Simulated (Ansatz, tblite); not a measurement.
# The cluster Al7As7: removing and adding an electron

What does removing or adding an electron cost or gain for the cluster Al7As7? Each charged state is run at several levels.

Computed with Ansatz 0.2.0, Gaussian basis. Level: as each input shows.

Levels to be run: charge +1 doublet, at the geometry of the singlet (PBE0-D4/def2-TZVP, PBE-D4/def2-TZVP, LC-ωPBE/def2-TZVP); charge -1 doublet, at the geometry of the singlet (PBE0-D4/def2-TZVP, PBE-D4/def2-TZVP, LC-ωPBE/def2-TZVP); charge -1 doublet, relaxed (PBE0-D4/def2-TZVP, PBE-D4/def2-TZVP); the starting singlet's energies come from earlier runs.

## 1. The relaxed structure

The singlet was relaxed beforehand with PBE-D4/def2-SVP.

14 atoms, charge 0, spin multiplicity 1.

Atoms are counted from 1 here; the program's logs count them from 0.

Bond lengths: Al1–As8 2.389 Å, Al1–As9 2.332 Å, Al1–As13 2.788 Å, Al2–As8 2.498 Å, Al2–As10 2.450 Å, Al2–As13 2.438 Å, Al3–As8 2.488 Å, Al3–As10 2.508 Å, Al3–As14 2.465 Å, Al4–As10 2.406 Å, Al4–As11 2.406 Å, Al4–As14 2.489 Å, Al5–As11 2.508 Å, Al5–As12 2.488 Å, Al5–As14 2.465 Å, Al6–As9 2.332 Å, Al6–As12 2.389 Å, Al6–As13 2.787 Å and more. Angles: As8–Al1–As9 147.4°, As8–Al1–As13 101.7°, As9–Al1–As13 110.4°, As8–Al2–As10 98.7°, As8–Al2–As13 109.2°, As10–Al2–As13 140.9°, As8–Al3–As10 97.5°, As8–Al3–As14 149.8°, As10–Al3–As14 105.9°, As10–Al4–As11 137.0°, As10–Al4–As14 108.3°, As11–Al4–As14 108.3°, As11–Al5–As12 97.5°, As11–Al5–As14 105.9°, As12–Al5–As14 149.8°, As9–Al6–As12 147.4°, As9–Al6–As13 110.4°, As12–Al6–As13 101.7° and more.

## 2. Charge +1 doublet at the fixed geometry, PBE0-D4/def2-TZVP

in.yaml

```yaml
crystal:
  periodic: [false, false, false]
  atoms:
    - {symbol: Al, position_ang: [-1.907340, 1.072921, -1.463903]}
    - {symbol: Al, position_ang: [-0.300667, -1.433634, -1.850263]}
    - {symbol: Al, position_ang: [-1.704269, -1.687769, 0.417480]}
    - {symbol: Al, position_ang: [0.960435, -2.104165, 1.255995]}
    - {symbol: Al, position_ang: [1.053566, 0.584583, 2.115655]}
    - {symbol: Al, position_ang: [-0.036790, 2.613554, -0.312831]}
    - {symbol: Al, position_ang: [2.246898, 0.665143, -0.281699]}
    - {symbol: As, position_ang: [-2.778801, -1.132105, -1.756501]}
    - {symbol: As, position_ang: [-2.257489, 3.234657, -0.661994]}
    - {symbol: As, position_ang: [-0.115518, -3.428483, -0.440035]}
    - {symbol: As, position_ang: [3.005357, -0.857094, 1.481825]}
    - {symbol: As, position_ang: [1.879030, 2.705866, 1.111445]}
    - {symbol: As, position_ang: [0.757614, 0.732603, -2.210435]}
    - {symbol: As, position_ang: [-0.802028, -0.966065, 2.595271]}
basis:
  gaussian: {orbitals: def2-TZVP, fitting: {mean_field: def2-universal-jkfit}}
total_charge: 1
magnetization: {spin_polarized: true, initial_magnetization: 1}
hamiltonian: {xc: pbe0, dispersion: d4}
scf: {omitted_lower_state_checks: [starts]}
output: {orbitals: {seedname: orbitals}}
```

Launch:

```
$ ansatz run in.yaml --threads 2 --pin off --events-out ev --progress --plain --max-ram 32768MiB --backend cuda --devices 0, --max-vram 18GiB
```

The log of the run:

```text
Functional definition: PBE0
  name "PBE0"
  cite "Adamo & Barone, J. Chem. Phys. 110, 6158 (1999) doi:10.1063/1.478522"
  cite "Perdew, Burke & Ernzerhof, Phys. Rev. Lett. 77, 3865 (1996) doi:10.1103/PhysRevLett.77.3865"
  parent pbe
  parameter a = 0.25
  parameter kappa = 0.804
  parameter beta = 0.06672455060314922
  exchange = (1 - a)*pbe_x(kappa = kappa, mu = beta*pi^2/3) + a*exact_x
  correlation = pbe_c(beta = beta)
these checks for a lower state are left out or cut short: starts
2758 factors; integrals over basis functions are off by at most 2.3e-1 eV
mean field evaluation 1: about -471995.7654 eV, gradient 3.5e1 eV
mean field evaluation 2: about -471975.6148 eV, gradient 6.1e1 eV
mean field evaluation 4: about -472002.9712 eV, gradient 6.2e0 eV
mean field evaluation 8: about -472003.2385 eV, gradient 3.0e-1 eV
mean field evaluation 16: about -472003.2289 eV, gradient 5.6e-3 eV
mean field -472003.22891902 eV, -17345.7987274947 hartree, gradient 1.7e-5 eV, S^2 0.755864; 0 other end points of the search recorded, 0 dependent functions left out
reference -472003.22895990 eV, -17345.7987289968 hartree; 161, 160 occupied and 434, 435 virtual orbitals, 2758 factors
Total energy: -472004.69213924 eV, -17345.8524998459 hartree
Checks for a lower state left out: starts
```

Run time: 30 s. Hardware: 1 × H100 (card shared with other runs) with 2 threads of AMD EPYC 7R13, shared host; peak host memory 1.2 GiB.

From the report: HOMO -9.48 eV, LUMO -8.20 eV (over both spins); ⟨S²⟩ 0.756 (pure: 0.75).

## 3. Charge +1 doublet at the fixed geometry, PBE-D4/def2-TZVP

start.molden holds the orbitals of an earlier run on this state, given as this run's starting guess.

in.yaml, as its differences from that of step 2:

```diff
@@ -18,6 +18,6 @@
 basis:
-  gaussian: {orbitals: def2-TZVP, fitting: {mean_field: def2-universal-jkfit}}
+  gaussian: {orbitals: def2-TZVP, fitting: {mean_field: def2-universal-jkfit}, initial_orbitals: start.molden}
 total_charge: 1
 magnetization: {spin_polarized: true, initial_magnetization: 1}
-hamiltonian: {xc: pbe0, dispersion: d4}
+hamiltonian: {xc: pbe, dispersion: d4}
 scf: {omitted_lower_state_checks: [starts]}
```

Same command.

The log of the run:

```text
Functional definition: PBE
  name "PBE"
  cite "Perdew, Burke & Ernzerhof, Phys. Rev. Lett. 77, 3865 (1996) doi:10.1103/PhysRevLett.77.3865"
  parent pbe
  parameter kappa = 0.804
  parameter beta = 0.06672455060314922
  exchange = pbe_x(kappa = kappa, mu = beta*pi^2/3)
  correlation = pbe_c(beta = beta)
these checks for a lower state are left out or cut short: starts
2758 factors; integrals over basis functions are off by at most 2.3e-1 eV
mean field evaluation 1: about -471986.6474 eV, gradient 1.8e1 eV
mean field evaluation 2: about -471987.1463 eV, gradient 7.3e-1 eV
mean field evaluation 4: about -471987.1934 eV, gradient 5.2e-1 eV
mean field evaluation 8: about -471987.1924 eV, gradient 1.7e-2 eV
mean field evaluation 16: about -471987.1959 eV, gradient 2.9e-4 eV
mean field -471987.19591386 eV, -17345.2095254224 hartree, gradient 2.8e-6 eV, S^2 0.756603; 0 other end points of the search recorded, 0 dependent functions left out
reference -471987.19596787 eV, -17345.2095274073 hartree; 161, 160 occupied and 434, 435 virtual orbitals, 2758 factors
Total energy: -471988.81249014 eV, -17345.2689335049 hartree
Checks for a lower state left out: starts
```

Run time: 31 s. Hardware: 1 × H100 (card shared with other runs) with 2 threads of AMD EPYC 7R13, shared host; peak host memory 1.2 GiB.

HOMO -8.72 eV, LUMO -8.71 eV (over both spins); ⟨S²⟩ 0.757 (pure: 0.75).

## 4. Charge +1 doublet at the fixed geometry, LC-ωPBE/def2-TZVP

in.yaml, as its differences from that of step 3:

```diff
@@ -21,3 +21,3 @@
 magnetization: {spin_polarized: true, initial_magnetization: 1}
-hamiltonian: {xc: pbe, dispersion: d4}
+hamiltonian: {xc: {name: LC-wPBE}}
 scf: {omitted_lower_state_checks: [starts]}
```

Same command.

The log of the run, cut to the lines that bear on the results:

```text
Functional definition: LC-wPBE
  name "LC-wPBE"
  cite "Vydrov & Scuseria, J. Chem. Phys. 125, 234109 (2006) doi:10.1063/1.2409292"
  cite "Heyd & Scuseria, J. Chem. Phys. 120, 7274 (2004) doi:10.1063/1.1668634"
  cite "Ernzerhof & Perdew, J. Chem. Phys. 109, 3313 (1998) doi:10.1063/1.476928"
  cite "Perdew, Burke & Ernzerhof, Phys. Rev. Lett. 77, 3865 (1996) doi:10.1103/PhysRevLett.77.3865"
  parent pbe
[...]
2758 factors; integrals over basis functions are off by at most 2.3e-1 eV
2758 factors; integrals over basis functions are off by at most 3.2e-5 eV
[...]
mean field -471999.34091435 eV, -17345.6558459581 hartree, gradient 1.9e-5 eV, S^2 0.756203; 0 other end points of the search recorded, 0 dependent functions left out
reference -471999.34091435 eV, -17345.6558459584 hartree; 161, 160 occupied and 434, 435 virtual orbitals, 2758 factors
Total energy: -471999.34091435 eV, -17345.6558459584 hartree
Checks for a lower state left out: starts
```

Run time: 31 s. Hardware: 1 × H100 (card shared with other runs) with 2 threads of AMD EPYC 7R13, shared host; peak host memory 1.1 GiB.

HOMO -11.62 eV, LUMO -6.14 eV (over both spins); ⟨S²⟩ 0.756 (pure: 0.75).

## 5. Vertical ionisation energy

Charged state less starting state, singlet to doublet; the starting state's energies are those of its earlier runs.

```tsv
level	vertical ionisation energy (eV)	time
PBE-D4/def2-TZVP	+7.01	57 s
PBE0-D4/def2-TZVP	+7.08	53 s
LC-ωPBE/def2-TZVP	+7.05	56 s
```

Times add the two runs; a level without a time comes out of a correlated run.

Beside −ε(HOMO) of the starting state:

```tsv
level	−ε(HOMO) (eV)	by difference (eV)	mismatch (eV)
PBE-D4/def2-TZVP	5.22	7.01	-1.79
PBE0-D4/def2-TZVP	5.94	7.08	-1.14
LC-ωPBE/def2-TZVP	8.03	7.05	+0.98
```

## 6. Charge -1 doublet at the fixed geometry, PBE0-D4/def2-TZVP

in.yaml, as its differences from that of step 4:

```diff
@@ -18,6 +18,6 @@
 basis:
-  gaussian: {orbitals: def2-TZVP, fitting: {mean_field: def2-universal-jkfit}, initial_orbitals: start.molden}
-total_charge: 1
+  gaussian: {orbitals: def2-TZVP, fitting: {mean_field: def2-universal-jkfit}}
+total_charge: -1
 magnetization: {spin_polarized: true, initial_magnetization: 1}
-hamiltonian: {xc: {name: LC-wPBE}}
+hamiltonian: {xc: pbe0, dispersion: d4}
 scf: {omitted_lower_state_checks: [starts]}
```

Same command.

The log of the run, cut to the lines that bear on the results:

```text
Functional definition: PBE0
  name "PBE0"
  cite "Adamo & Barone, J. Chem. Phys. 110, 6158 (1999) doi:10.1063/1.478522"
  cite "Perdew, Burke & Ernzerhof, Phys. Rev. Lett. 77, 3865 (1996) doi:10.1103/PhysRevLett.77.3865"
  parent pbe
[...]
2758 factors; integrals over basis functions are off by at most 2.3e-1 eV
[...]
mean field -472012.94706195 eV, -17346.1558626600 hartree, gradient 5.3e-5 eV, S^2 0.770677; 0 other end points of the search recorded, 0 dependent functions left out
reference -472012.94710019 eV, -17346.1558640651 hartree; 162, 161 occupied and 433, 434 virtual orbitals, 2758 factors
Total energy: -472014.44448593 eV, -17346.2108919764 hartree
Checks for a lower state left out: starts
```

Run time: 28 s. Hardware: 1 × H100 (card shared with other runs) with 2 threads of AMD EPYC 7R13, shared host; peak host memory 1.2 GiB.

HOMO -1.58 eV, LUMO -0.10 eV (over both spins); ⟨S²⟩ 0.771 (pure: 0.75).

## 7. Charge -1 doublet at the fixed geometry, PBE-D4/def2-TZVP

in.yaml, as its differences from that of step 6:

```diff
@@ -18,6 +18,6 @@
 basis:
-  gaussian: {orbitals: def2-TZVP, fitting: {mean_field: def2-universal-jkfit}}
+  gaussian: {orbitals: def2-TZVP, fitting: {mean_field: def2-universal-jkfit}, initial_orbitals: start.molden}
 total_charge: -1
 magnetization: {spin_polarized: true, initial_magnetization: 1}
-hamiltonian: {xc: pbe0, dispersion: d4}
+hamiltonian: {xc: pbe, dispersion: d4}
 scf: {omitted_lower_state_checks: [starts]}
```

Launched as before.

The log of the run:

```text
Functional definition: PBE
  name "PBE"
  cite "Perdew, Burke & Ernzerhof, Phys. Rev. Lett. 77, 3865 (1996) doi:10.1103/PhysRevLett.77.3865"
  parent pbe
  parameter kappa = 0.804
  parameter beta = 0.06672455060314922
  exchange = pbe_x(kappa = kappa, mu = beta*pi^2/3)
  correlation = pbe_c(beta = beta)
these checks for a lower state are left out or cut short: starts
2758 factors; integrals over basis functions are off by at most 2.3e-1 eV
mean field evaluation 1: about -471996.3781 eV, gradient 1.8e1 eV
mean field evaluation 2: about -471996.8469 eV, gradient 6.3e-1 eV
mean field evaluation 4: about -471996.8450 eV, gradient 5.1e-2 eV
mean field evaluation 8: about -471996.8450 eV, gradient 2.4e-5 eV
mean field -471996.84499447 eV, -17345.5641225945 hartree, gradient 2.4e-5 eV, S^2 0.761371; 0 other end points of the search recorded, 0 dependent functions left out
reference -471996.84504494 eV, -17345.5641244493 hartree; 162, 161 occupied and 433, 434 virtual orbitals, 2758 factors
Total energy: -471998.49926245 eV, -17345.6249158215 hartree
Checks for a lower state left out: starts
```

Wall time 20 s (1 × H100 (card shared with other runs) with 2 threads of AMD EPYC 7R13, shared host); peak host memory 1.1 GiB.

HOMO -1.08 eV, LUMO -0.66 eV (over both spins); ⟨S²⟩ 0.761 (pure: 0.75).

## 8. Charge -1 doublet at the fixed geometry, LC-ωPBE/def2-TZVP

in.yaml, as its differences from that of step 7:

```diff
@@ -21,3 +21,3 @@
 magnetization: {spin_polarized: true, initial_magnetization: 1}
-hamiltonian: {xc: pbe, dispersion: d4}
+hamiltonian: {xc: {name: LC-wPBE}}
 scf: {omitted_lower_state_checks: [starts]}
```

Same command.

The log of the run, cut to the lines that bear on the results:

```text
Functional definition: LC-wPBE
  name "LC-wPBE"
  cite "Vydrov & Scuseria, J. Chem. Phys. 125, 234109 (2006) doi:10.1063/1.2409292"
  cite "Heyd & Scuseria, J. Chem. Phys. 120, 7274 (2004) doi:10.1063/1.1668634"
  cite "Ernzerhof & Perdew, J. Chem. Phys. 109, 3313 (1998) doi:10.1063/1.476928"
  cite "Perdew, Burke & Ernzerhof, Phys. Rev. Lett. 77, 3865 (1996) doi:10.1103/PhysRevLett.77.3865"
  parent pbe
[...]
2758 factors; integrals over basis functions are off by at most 2.3e-1 eV
2758 factors; integrals over basis functions are off by at most 3.2e-5 eV
[...]
mean field -472008.89567885 eV, -17346.0069770771 hartree, gradient 1.7e-5 eV, S^2 0.794995; 0 other end points of the search recorded, 0 dependent functions left out
reference -472008.89567886 eV, -17346.0069770774 hartree; 162, 161 occupied and 433, 434 virtual orbitals, 2758 factors
Total energy: -472008.89567886 eV, -17346.0069770774 hartree
Checks for a lower state left out: starts
```

Wall time 25 s (1 × H100 (card shared with other runs) with 2 threads of AMD EPYC 7R13, shared host); peak host memory 1.2 GiB.

Report: HOMO -2.94 eV, LUMO 1.62 eV (over both spins); ⟨S²⟩ 0.795 (pure: 0.75).

[end of part 1 of 2]
